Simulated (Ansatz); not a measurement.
**SiH2O2F2 (SMILES O[Si](O)(F)F) at 6 levels**

Aim: a comparison of 6 runs (B3LYP/6-31G*, BHLYP/def2-SVP, HSE06/def2-SVP, SVWN5/def2-SVP, wB97X/def2-SVP, CCSD/def2-SVP) of SiH2O2F2. 

The results are computed with Ansatz 0.2.0.

82 further runs of the same task are left out: 82 set aside as unsound or not needed.

### Step 1. The structure to begin with

SiH2O2F2 has 7 atoms, charge 0, and is taken as a singlet. SMILES: `O[Si](O)(F)F`. The O1–H6 distance was set to 1.245 Å, away from the relaxed value.

Bond lengths: O1–Si2 1.609 Å, Si2–O3 1.609 Å, Si2–F4 1.583 Å, Si2–F5 1.583 Å, O3–H7 0.957 Å. Angles: O1–Si2–O3 107.3°, O1–Si2–F4 112.2°, O1–Si2–F5 110.1°, O3–Si2–F4 110.1°, O3–Si2–F5 112.2°, F4–Si2–F5 104.9°, Si2–O3–H7 118.9°. A long bond or contact: O1–H6 1.245 Å.

### Step 2. A single-point energy at B3LYP/6-31G(d) (Cartesian functions) (run 1)

in.yaml reads:

```yaml
basis:
  gaussian:
    orbitals: "6-31G*"
crystal:
  periodic: [false, false, false]
  atoms:
    - {symbol: O, position_ang: [-0.911137, 0.270272, 0.976979]}
    - {symbol: Si, position_ang: [0.200763, -0.191628, -0.090821]}
    - {symbol: O, position_ang: [1.533063, -0.560128, 0.733179]}
    - {symbol: F, position_ang: [-0.271637, -1.436228, -0.947121]}
    - {symbol: F, position_ang: [0.449863, 0.958272, -1.149621]}
    - {symbol: H, position_ang: [-1.829300, 1.022300, 0.602200]}
    - {symbol: H, position_ang: [2.160763, -1.172028, 0.348479]}
hamiltonian:
  xc: {name: B3LYP}
output: {orbitals: {seedname: orbitals}}
accuracy: high
magnetization:
  spin_polarized: false
```

Started as:

```
$ ansatz run in.yaml --threads 1 --pin off --max-ram 3480MiB --events-out events.jsonl --progress --plain --runs-dir runs
```

The log of the run:

```text
Warning: RAYON_NUM_THREADS=1 ignored (pool sized by the plan → 1); use --threads N
Functional definition: B3LYP
  name "B3LYP"
  parameter a0 = 0.2
  parameter ax = 0.72
  parameter ac = 0.81
  exchange = (1 - a0 - ax)*slater_x + ax*b88_x + a0*exact_x
  correlation = (1 - ac)*vwn_rpa_c + ac*lyp_c
1728 factors; integrals over basis functions are off by at most 3.2e-9 eV
mean field evaluation 1: about -17432.6992 eV, gradient 7.7e1 eV
mean field evaluation 2: about -17417.3790 eV, gradient 1.2e2 eV
mean field evaluation 4: about -17442.2969 eV, gradient 4.5e0 eV
mean field evaluation 8: about -17442.4275 eV, gradient 4.0e-1 eV
mean field evaluation 16: about -17442.4278 eV, gradient 2.5e-5 eV
mean field -17442.42775648 eV, -640.9973971486 hartree, gradient 6.5e-8 eV, S^2 0.000000; 0 other end points of the search recorded, 0 dependent functions left out
reference -17442.42779287 eV, -640.9973984856 hartree; 25, 25 occupied and 58, 58 virtual orbitals, 1728 factors
Total energy: -17442.42779287 eV, -640.9973984856 hartree
```

Wall time 5.1 s (1 thread of Intel Xeon 6975P-C (Granite Rapids), shared host); peak memory 0.28 GiB.

### Step 3. The energy at BHLYP/def2-SVP (run 2)

run.yaml reads:

```yaml
crystal:
  periodic: [false, false, false]
  atoms:
    - {symbol: O, position_ang: [-0.911137, 0.270272, 0.976979]}
    - {symbol: Si, position_ang: [0.200763, -0.191628, -0.090821]}
    - {symbol: O, position_ang: [1.533063, -0.560128, 0.733179]}
    - {symbol: F, position_ang: [-0.271637, -1.436228, -0.947121]}
    - {symbol: F, position_ang: [0.449863, 0.958272, -1.149621]}
    - {symbol: H, position_ang: [-1.829300, 1.022300, 0.602200]}
    - {symbol: H, position_ang: [2.160763, -1.172028, 0.348479]}
basis:
  gaussian:
    orbitals: def2-SVP
hamiltonian:
  xc: {name: BHLYP}
accuracy: high
output: {orbitals: {seedname: orbitals}}
```

Started as:

```
$ ansatz run run.yaml --threads 1 --pin off --max-ram 3480MiB --events-out events.jsonl --progress --plain --runs-dir runs
```

The log of the run:

```text
Warning: RAYON_NUM_THREADS=1 ignored (pool sized by the plan → 1); use --threads N
Functional definition: BHLYP
  name "BHLYP"
  parameter a = 0.5
  exchange = (1 - a)*b88_x + a*exact_x
  correlation = lyp_c
1729 factors; integrals over basis functions are off by at most 3.5e-9 eV
mean field evaluation 1: about -17421.4672 eV, gradient 6.5e1 eV
mean field evaluation 2: about -17420.0708 eV, gradient 7.1e1 eV
mean field evaluation 4: about -17428.3606 eV, gradient 2.0e0 eV
mean field evaluation 8: about -17428.7372 eV, gradient 9.5e-2 eV
mean field evaluation 16: about -17428.7373 eV, gradient 1.3e-4 eV
mean field -17428.73727476 eV, -640.4942812249 hartree, gradient 4.9e-8 eV, S^2 0.000000; 0 other end points of the search recorded, 0 dependent functions left out
reference -17428.73729772 eV, -640.4942820689 hartree; 25, 25 occupied and 59, 59 virtual orbitals, 1729 factors
Total energy: -17428.73729772 eV, -640.4942820689 hartree
```

Wall time 5.1 s (1 thread of Intel Xeon 6975P-C (Granite Rapids), shared host); peak memory 0.28 GiB.

Run 3 isn't shown in full; the table further down has it.

### Step 4. A single-point energy at SVWN5/def2-SVP (run 4)

molecule.yaml reads:

```yaml
basis:
  gaussian: {orbitals: def2-SVP}
crystal:
  periodic: [false, false, false]
  atoms:
    - symbol: O
      position_ang: [-0.911137, 0.270272, 0.976979]
    - symbol: Si
      position_ang: [0.200763, -0.191628, -0.090821]
    - symbol: O
      position_ang: [1.533063, -0.560128, 0.733179]
    - symbol: F
      position_ang: [-0.271637, -1.436228, -0.947121]
    - symbol: F
      position_ang: [0.449863, 0.958272, -1.149621]
    - symbol: H
      position_ang: [-1.829300, 1.022300, 0.602200]
    - symbol: H
      position_ang: [2.160763, -1.172028, 0.348479]
total_charge: 0
magnetization: {spin_polarized: false, initial_magnetization: 0}
hamiltonian: {xc: {name: SVWN5}}
accuracy: high
output: {orbitals: {seedname: orbitals}}
```

Started as:

```
$ ansatz run molecule.yaml --threads 1 --pin off --max-ram 3480MiB --events-out events.jsonl --progress --plain --runs-dir runs
```

The log of the run:

```text
Warning: RAYON_NUM_THREADS=1 ignored (pool sized by the plan → 1); use --threads N
Functional definition: SVWN5
  name "SVWN5"
  exchange = slater_x
  correlation = vwn5_c
1729 factors; integrals over basis functions are off by at most 3.5e-9 eV
mean field evaluation 1: about -17327.1069 eV, gradient 8.1e1 eV
mean field evaluation 2: about -17289.4378 eV, gradient 1.6e2 eV
mean field evaluation 4: about -17337.9276 eV, gradient 9.4e0 eV
mean field evaluation 8: about -17338.0582 eV, gradient 1.8e-1 eV
mean field evaluation 16: about -17338.0583 eV, gradient 4.9e-6 eV
mean field -17338.05827067 eV, -637.1618892892 hartree, gradient 3.1e-8 eV, S^2 0.000000; 0 other end points of the search recorded, 0 dependent functions left out
reference -17338.05827355 eV, -637.1618893949 hartree; 25, 25 occupied and 59, 59 virtual orbitals, 1729 factors
Total energy: -17338.05827355 eV, -637.1618893949 hartree
```

Wall time 1.8 s (1 thread of Intel Xeon 6975P-C (Granite Rapids), shared host); peak memory 0.21 GiB.

Run 5 isn't shown in full; the table further down has it.

### Step 5. A single-point energy at CCSD/def2-SVP (run 6)

Edit in.yaml of step 2 so:

```diff
@@ -2,3 +2,3 @@
   gaussian:
-    orbitals: "6-31G*"
+    orbitals: def2-SVP
 crystal:
@@ -13,7 +13,7 @@
     - {symbol: H, position_ang: [2.160763, -1.172028, 0.348479]}
-hamiltonian:
-  xc: {name: B3LYP}
-output: {orbitals: {seedname: orbitals}}
 accuracy: high
-magnetization:
-  spin_polarized: false
+correlation:
+  method: ccsd
+  frozen_orbitals: {F: 1, H: 0, O: 1, Si: 5}
+scf:
+  omitted_lower_state_checks: [cluster_reference, increment]
```

Started as:

```
$ ansatz run in.yaml --threads 1 --pin off --max-ram 3480MiB --events-out events.jsonl --progress --plain --runs-dir runs
```

The log of the run (excerpt; [...] marks lines left out):

```text
Warning: RAYON_NUM_THREADS=1 ignored (pool sized by the plan → 1); use --threads N
Functional definition: HF
  name "HF"
[...]
1729 factors; integrals over basis functions are off by at most 3.5e-9 eV
[...]
mean field -17374.68881919 eV, -638.5080371181 hartree, gradient 6.8e-8 eV, S^2 0.000000; 0 other end points of the search recorded, 0 dependent functions left out
9 core orbitals not correlated: weight in the atoms' cores, before any rotation towards them, 1.000 or more for the frozen orbitals, at most 0.000 for the correlated occupied ones
reference -17374.68881919 eV, -638.5080371181 hartree; 16, 16 occupied and 59, 59 virtual orbitals, 1729 factors
second order -22.78830334 eV of doubles, -0.00000000 eV of singles
cycle   1  -22.63113743 eV  change    1.6e-1 eV  update   9.6e-2
[...]
cycle  22  -23.18506813 eV  change    1.1e-9 eV  update   1.7e-9
Total energy: -17397.87388732 eV, -639.3600726564 hartree
Checks for a lower state left out: cluster_reference, increment
```

Run time: 11 s. Hardware: 1 thread of Intel Xeon 6975P-C (Granite Rapids), shared host; peak memory 0.48 GiB.

### Step 6. The series

| run | level | Cartesian functions | frozen core orbitals | energy (Eh) | HOMO energy (eV) | LUMO energy (eV) | HOMO–LUMO gap (eV) | wall time |
| --- | --- | --- | --- | --- | --- | --- | --- | --- |
| 1 | B3LYP/6-31G* (Cartesian functions) | yes | – | -640.997398 | -9.19 | -1.24 | 7.95 | 5.1 s |
| 2 | BHLYP/def2-SVP | no | – | -640.494282 | -11.44 | 0.04 | 11.48 | 5.1 s |
| 3 | HSE06/def2-SVP | no | – | -640.148840 | -9.20 | -1.32 | 7.87 | 4.2 s |
| 4 | SVWN5/def2-SVP | no | – | -637.161889 | -7.78 | -2.08 | 5.69 | 1.8 s |
| 5 | wB97X/def2-SVP | no | – | -640.551043 | -12.14 | 1.44 | 13.58 | 12 s |
| 6 | CCSD/def2-SVP | no | 9 | -639.360073 | – | – | – | 11 s |

### Step 7. Results

| quantity | value |
| --- | --- |
| run 6: total energy | -639.36007 Eh |
| run 6: correlation energy (9 core orbitals frozen) | -852.0 mEh |
| run 6: T1 diagnostic | 0.011 |

In words: Over runs 1, 2, 3, 4, 5 the HOMO–LUMO gap runs from 5.69 eV (SVWN5/def2-SVP) to 13.58 eV (wB97X/def2-SVP). Totals of different functionals can't be ranked against each other. All runs together took 40 s, the longest 12 s.
